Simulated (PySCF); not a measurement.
# TlCd+: from the state search to spectroscopic constants

The task here is to estimate one member of a computed series from the others.

The runs use PySCF 2.14.0; Tl def2-SVP with ECP60, Cd def2-SVP with ECP28, scalar-relativistic core potentials.

The first run:

A driver script around PySCF takes these settings:

```
atoms                         : Tl, Cd
charge                        : 1
basis                         : Tl def2-SVP with ECP60, Cd def2-SVP with ECP28
Hamiltonian                   : scalar-relativistic core potentials
basis functions               : 57
electrons treated             : 40
masses in u                   : 204.9744, 113.9034
levels                        : PBE0, PBE, r²SCAN, B97-3, TPSSh, MN15, LC-ωPBE, HF, MP2, SCS-MP2, CCSD, CCSD(T)
grid                          : 80 radial by 434 angular points
occupations                   : held fixed by the projection of orbital angular momentum
dissociation limit            : Tl+ + Cd, each in its ground configuration
starting distance in angstrom : 2.930
values of 2S to try           : 0, 2
```

On the command line:

```sh
OMP_NUM_THREADS=1 python dia.py task.json out
```

Among the steps run: Input; PBE0 along the bond; Other states along the same grid; PBE (GGA); r²SCAN (meta-GGA); B97-3 (global hybrid GGA); TPSSh (hybrid meta-GGA); MN15; LC-ωPBE; RHF; Correlated methods on the Hartree–Fock reference.

One of the session's tables, all rows but one given; the rest of the session is left out.

It belongs to the step «The curves together». Energy (eV) from each level's lowest point:

```
R (Å)    RHF  RHF-MP2  RHF-SCS-MP2  RHF-CCSD  RHF-CCSD(T)
2.829  0.453    0.216        0.257       n/a          n/a
2.960  0.261    0.091        0.118     0.119        0.109
3.092  0.137    0.026        0.042     0.042        0.036
3.190  0.077    0.005        0.012     0.013        0.010
3.289  0.038    0.000        0.000     0.000        0.000
3.388  0.014    0.007        0.000     0.000        0.002
3.519  0.000    0.028        0.013     0.013        0.018
3.684      ?        ?            ?         ?            ?
3.881  0.020    0.116        0.085     0.082        0.094
4.144  0.057    0.182        0.143       n/a          n/a
```

Estimate the missing values for R (Å) = 3.684.

Worked estimate for «RHF». A straight line through the neighbours (3.519, 0.000) and (3.881, 0.020) gives 0.000 + (0.020 − 0.000) × (3.684 − 3.519) / (3.881 − 3.519) = 0.009; a parabola fitted to 4 rows on both sides gives 0.004.

As computed: RHF: 0.002; RHF-MP2: 0.065; RHF-SCS-MP2: 0.042; RHF-CCSD: 0.041; RHF-CCSD(T): 0.050. In «RHF» the line misses by +0.007 and the parabola by +0.002.
